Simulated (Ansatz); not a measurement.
Predict the output of the script below (Ansatz 0.2.0 through its Python package).

`deck.py`
```python
# -*- coding: utf-8 -*-
'''Run CH5BFNSi from an input written out key by key.'''

import ansatz as az

DECK = '''
crystal:
  periodic: [false, false, false]
  atoms:
    - { symbol: B, position_ang: [-0.6688, 0.4049, 1.3376] }
    - { symbol: C, position_ang: [0.0146, -0.5733, 0.3407] }
    - { symbol: F, position_ang: [0.4181, -1.7742, 0.8459] }
    - { symbol: 'N', position_ang: [-0.4974, -0.7135, -0.9635] }
    - { symbol: Si, position_ang: [1.0648, 0.1281, -0.9937] }
    - { symbol: H, position_ang: [-0.119, 1.3663, 1.8003] }
    - { symbol: H, position_ang: [-1.8113, 0.259, 1.648] }
    - { symbol: H, position_ang: [-1.2456, 0.0362, -1.153] }
    - { symbol: H, position_ang: [2.0667, -0.7332, -1.5487] }
    - { symbol: H, position_ang: [0.8612, 1.5486, -1.3106] }
basis:
  gaussian: { orbitals: def2-SVP }
hamiltonian:
  xc: hf
'''


def main():
    session = az.Session.from_yaml(DECK)
    r = session.plan(threads=1).execute().report

    print(f'E = {r["free_energy_ev"]:.6f} eV = {r["free_energy_ev"] / 27.211386246:.7f} Ha')
    print('converged:', r['converged'], ' doubts:', r['published_state_doubts'] or 'none')
    symbols = ['B', 'C', 'F', 'N', 'Si', 'H', 'H', 'H', 'H', 'H']
    field = r['mean_field']
    print('<S^2> =', round(abs(field['state']['spin_squared']), 4), ' all-electron relativity setting:', field['relativity'])
    print('passes:', field['passes'])
    if 'symmetry' in field:
        print('occupied orbitals by irrep:', field['symmetry']['occupied'])


if __name__ == '__main__':
    main()
```

Output of `python deck.py`:
```text
E = -13820.933238 eV = -507.9099283 Ha
converged: True  doubts: none
<S^2> = 0.0  all-electron relativity setting: none
passes: {'evaluations': 12, 'products': 26}
occupied orbitals by irrep: [{'A': 23}, {'A': 23}]
```

Notes:
- Total energies depend on the basis set; only differences at equal settings carry meaning.
- The geometry is a force-field or estimated start, not a minimum of this method, and the basis set is short of its limit.
- Finished in 1 s on 1 thread of AMD EPYC 9B14 (Zen 4) (shared host), peak memory 0.21 GiB.
